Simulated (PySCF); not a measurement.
# C3H11N2Si: the cost of one run

Programs: PySCF 2.14.0, with routines of our own; each step states its level. All values are computed. Atoms count from 0.

### Step 1. The starting structure

17 atoms, charge 1, multiplicity 1; geometry from: GFN2-xTB.

### Step 2. Magnetic properties: GIAO CAM-B3LYP/pcSseg-1

Job settings and geometry (Å):

```
{"job": {"kind": "mag", "xc": "CAM-B3LYP", "basis": "pcSseg-1", "isotopologues": 2}, "charge": 1, "multiplicity": 1}
C      2.224520    -0.760291    -0.600284
C      1.318298     0.133153    -0.983411
Si     0.143508     1.031669     0.164577
N      0.732717     1.095261     1.763686
N     -1.281923    -0.230753     0.466816
C     -1.890035    -0.769242    -0.758407
H      2.350068    -1.051218     0.430135
H      2.883671    -1.237054    -1.307694
H      1.265936     0.386252    -2.035044
H     -0.617642     2.126974    -0.421512
H      1.704163     1.322027     1.916446
H      0.184912     1.475946     2.522465
H     -0.899724    -1.000436     1.017924
H     -2.010938     0.195518     1.039066
H     -2.685793    -1.476632    -0.531294
H     -2.302896     0.044453    -1.349131
H     -1.125842    -1.273596    -1.344246
```

Level: GIAO CAM-B3LYP/pcSseg-1 magnetisability, rotational g tensor and spin-rotation constants, non-relativistic, gas phase.

The run is started by

```
> OMP_NUM_THREADS=1 python excited_run.py task.json out
```

This one command runs all jobs of the session in turn.

Q: Estimate the wall time and peak memory of this first job on 1 thread of Arm Neoverse V1, shared host.

About 30 s, with a peak of 0.8 GiB.
